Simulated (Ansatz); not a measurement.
# SiH4 + GeF2: a complex and its separated parts

Aim: how far the complex at one end of a reaction step lies below its separated, relaxed parts, level by level.

Method: PBE0-D4/def2-TZVP structures, single points in def2-TZVPP, no counterpoise correction; program: Ansatz 0.2.0, Gaussian basis.

Levels: SPW92, PBE-D4, BLYP-D4, r2SCAN-D4, B97M-V, PBE0-D4, B3LYP-D4, r2SCAN0-D4, BHLYP-D4, CAM-B3LYP-D4, wB97X-V, wB97M-V, B2PLYP, PBE-QIDH, RPA on PBE, Hartree-Fock, MP2, CCSD, CCSD(T).

Correlated methods freeze the cores. Filled d shells of the heavier atoms are correlated. B3LYP uses VWN-RPA correlation. B2PLYP carries no dispersion term here.

56 further runs of the same task are left out: 56 set aside as unsound or not needed. Runs told in other sessions of the task aren't counted.

## (1) The starting structure

The complex: 8 atoms, charge 0, spin multiplicity 1.

Atoms are counted from 1 here; the program's logs count them from 0.

Bond lengths: Si1–H3 1.506 Å, Si1–H6 1.480 Å, Si1–H7 1.484 Å, Si1–H8 1.478 Å, Ge2–F4 1.752 Å, Ge2–F5 1.758 Å. Angles: H3–Si1–H6 107.7°, H3–Si1–H7 106.5°, H3–Si1–H8 108.4°, H6–Si1–H7 110.7°, H6–Si1–H8 112.1°, H7–Si1–H8 111.2°, F4–Ge2–F5 96.7°.

As a file:

```mol
F2GeH4Si
  3D, bonds by distance, orders not assigned

  8  6  0  0  0  0  0  0  0  0999 V2000
   -0.8566   -0.8762   -0.0669 Si  0  0
    1.0699    1.9449    0.5176 Ge  0  0
   -0.8287    0.6054    0.2017 H   0  0
    1.3945    1.8233   -1.1994 F   0  0
    1.8672    0.4483    0.9829 F   0  0
   -0.6182   -1.5702    1.2186 H   0  0
   -2.2120   -1.1860   -0.5859 H   0  0
    0.1840   -1.1896   -1.0685 H   0  0
  1  3  8  0
  1  6  8  0
  1  7  8  0
  1  8  8  0
  2  4  8  0
  2  5  8  0
M  END
```

Its parts: SiH4 holds atoms 1, 3, 6, 7, 8; GeF2 holds atoms 2, 4, 5. Each part counts its atoms afresh in its own runs.

## (2) Relaxing SiH4 alone

Contents of relax-a/in.yaml:

```yaml
crystal:
  periodic: [false, false, false]
  atoms:
    - {symbol: Si, position_ang: [-0.856649, -0.876236, -0.066865]}
    - {symbol: H, position_ang: [-0.828684, 0.605411, 0.201684]}
    - {symbol: H, position_ang: [-0.618186, -1.570173, 1.218644]}
    - {symbol: H, position_ang: [-2.212034, -1.186001, -0.585870]}
    - {symbol: H, position_ang: [0.183979, -1.189640, -1.068522]}
basis:
  gaussian: {orbitals: def2-TZVP}
hamiltonian: {xc: pbe0, dispersion: d4}
relax: {f_tol: 0.005, max_steps: 200}
```

On the command line:

```sh
$ ansatz run in.yaml --threads 4 --pin off --events-out ev --progress --plain --max-ram 9574MiB
```

Further steps of the session: Relaxing GeF2 alone; SPW92/def2-TZVPP; PBE-D4/def2-TZVPP; BLYP-D4/def2-TZVPP; r2SCAN-D4/def2-TZVPP; B97M-V/def2-TZVPP; PBE0-D4/def2-TZVPP; B3LYP-D4/def2-TZVPP; r2SCAN0-D4/def2-TZVPP; BHLYP-D4/def2-TZVPP; CAM-B3LYP-D4/def2-TZVPP; wB97X-V/def2-TZVPP; wB97M-V/def2-TZVPP; B2PLYP/def2-TZVPP; PBE-QIDH/def2-TZVPP; RPA on PBE/def2-TZVPP; CCSD(T)/def2-TZVPP; Vibrations of SiH4; Vibrations of GeF2.

What does the calculation give? Wanted: complex less parts, CCSD(T)/def2-TZVPP; with zero-point energy; largest T1 diagnostic.

**Answer**, as computed:

| quantity | value |
| --- | --- |
| complex less parts, CCSD(T)/def2-TZVPP | -2.04 kcal/mol |
| with zero-point energy | -1.14 kcal/mol |
| largest T1 diagnostic | 0.015 |

What this shows: At CCSD(T) the complex lies 2.04 kcal/mol below its parts. The functionals run from PBE-QIDH, off by -0.17 kcal/mol, to SPW92, off by -4.39 kcal/mol, against CCSD(T). Mean unsigned error by rung: LDA 4.39, GGA 1.54, meta-GGA 1.27, hybrid 1.39, range-separated hybrid 0.67, double hybrid 0.55 kcal/mol. The double hybrids carry no dispersion term here, unlike the levels marked D4 or V. PBE-D4 gives a relative energy 1.88 kcal/mol too low, an error of 92 % of the reference. No counterpoise was applied, and triple zeta lacks some correlation, so the CCSD(T) reference has a basis error of its own, and close matches with it are partly luck.
